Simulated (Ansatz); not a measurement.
**CH6ClFO2Si2: one species, many methods**

An exercise on one series of results from a longer session: the logs are not shown, and one member is left open.

Method: functionals in def2-TZVPP, the program's frozen cores in correlated methods; program: Ansatz 0.2.0, Gaussian basis.

Plan: PBE-D4, r2SCAN-D4, PBE0-D4, B3LYP-D4, ωB97X-V, ωB97M-V, B2PLYP; CCSD(T)/def2-TZVPP; MP2/def2-QZVPP; extrapolation to the limit.

### Structure used throughout

The geometry comes from an earlier relaxation with PBE0-D4 in a triple-zeta def2 set; it is a stationary point, not always the lowest conformer.

SMILES `O[Si](O)(F)C[SiH2]Cl`, 13 atoms, charge 0, spin multiplicity 1.

Atoms are counted from 1 here; the program's logs count them from 0.

Bond lengths: O1–Si2 1.623 Å, O1–H8 0.959 Å, Si2–O3 1.627 Å, Si2–F4 1.598 Å, Si2–C5 1.848 Å, O3–H9 0.961 Å, C5–Si6 1.857 Å, C5–H10 1.097 Å, C5–H11 1.094 Å, Si6–Cl7 2.076 Å, Si6–H12 1.479 Å, Si6–H13 1.482 Å. Angles: Si2–O1–H8 118.2°, O1–Si2–O3 108.1°, O1–Si2–F4 110.0°, O1–Si2–C5 109.0°, O3–Si2–F4 108.8°, O3–Si2–C5 114.1°, F4–Si2–C5 106.8°, Si2–O3–H9 117.1°, Si2–C5–Si6 115.8°, Si2–C5–H10 108.4°, Si2–C5–H11 108.5°, Si6–C5–H10 107.2°, Si6–C5–H11 109.4°, H10–C5–H11 107.3°, C5–Si6–Cl7 109.6°, C5–Si6–H12 111.7°, C5–Si6–H13 112.0°, Cl7–Si6–H12 106.9° and more.

Set-up of the first run:

The input, in.yaml:

```yaml
crystal:
  periodic: [false, false, false]
  atoms:
    - {symbol: O, position_ang: [-0.187547, 0.166586, -2.615674]}
    - {symbol: Si, position_ang: [-0.176577, -0.425512, -1.104775]}
    - {symbol: O, position_ang: [0.945704, -1.600776, -1.031006]}
    - {symbol: F, position_ang: [-1.603539, -1.052653, -0.753721]}
    - {symbol: C, position_ang: [0.102799, 0.962393, 0.083660]}
    - {symbol: Si, position_ang: [-0.182991, 0.563055, 1.875062]}
    - {symbol: Cl, position_ang: [0.787665, -1.207459, 2.356160]}
    - {symbol: H, position_ang: [-0.069435, -0.446809, -3.342729]}
    - {symbol: H, position_ang: [1.072726, -2.031290, -0.181548]}
    - {symbol: H, position_ang: [-0.576436, 1.783515, -0.177242]}
    - {symbol: H, position_ang: [1.124558, 1.331757, -0.047503]}
    - {symbol: H, position_ang: [-1.618691, 0.358755, 2.167466]}
    - {symbol: H, position_ang: [0.381763, 1.598449, 2.771860]}
basis:
  gaussian: {orbitals: def2-TZVPP}
hamiltonian: {xc: pbe, dispersion: d4}
output: {forces: true, orbitals: {seedname: orbitals}}
```

Run with:

```
$ ansatz run in.yaml --threads 2 --pin off --events-out ev --progress --plain --max-ram 22528MiB --backend cuda --devices 0, --max-vram 18GiB
```

Steps of the session up to this table: PBE-D4 (GGA); r2SCAN-D4 (meta-GGA); PBE0-D4 (hybrid); B3LYP-D4 (hybrid); ωB97X-V (range-separated); ωB97M-V (range-separated); B2PLYP (double hybrid); CCSD(T) in def2-TZVPP; MP2 in def2-QZVPP.

One table of the session follows, with a row left open; its other results are not shown here.

It belongs to the step «Atomisation energies». 

```
            method  atomisation energy (kJ/mol)
            PBE-D4                       5094.7
         r2SCAN-D4                            ?
           PBE0-D4                       5013.2
          B3LYP-D4                       5018.6
           ωB97X-V                       5072.2
           ωB97M-V                       5076.1
            B2PLYP                       4984.0
     HF/def2-TZVPP                       3722.5
    MP2/def2-TZVPP                       5059.3
   CCSD/def2-TZVPP                       4855.2
CCSD(T)/def2-TZVPP                       4928.4
           MP2/CBS                       5212.7
       CCSD(T)/CBS                       5081.7
```

**Question.** Estimate the row for r2SCAN-D4.

As computed: atomisation energy (kJ/mol): 5069.0. In the column «atomisation energy (kJ/mol)» it lies between MP2/def2-TZVPP (5059.3) and ωB97X-V (5072.2).
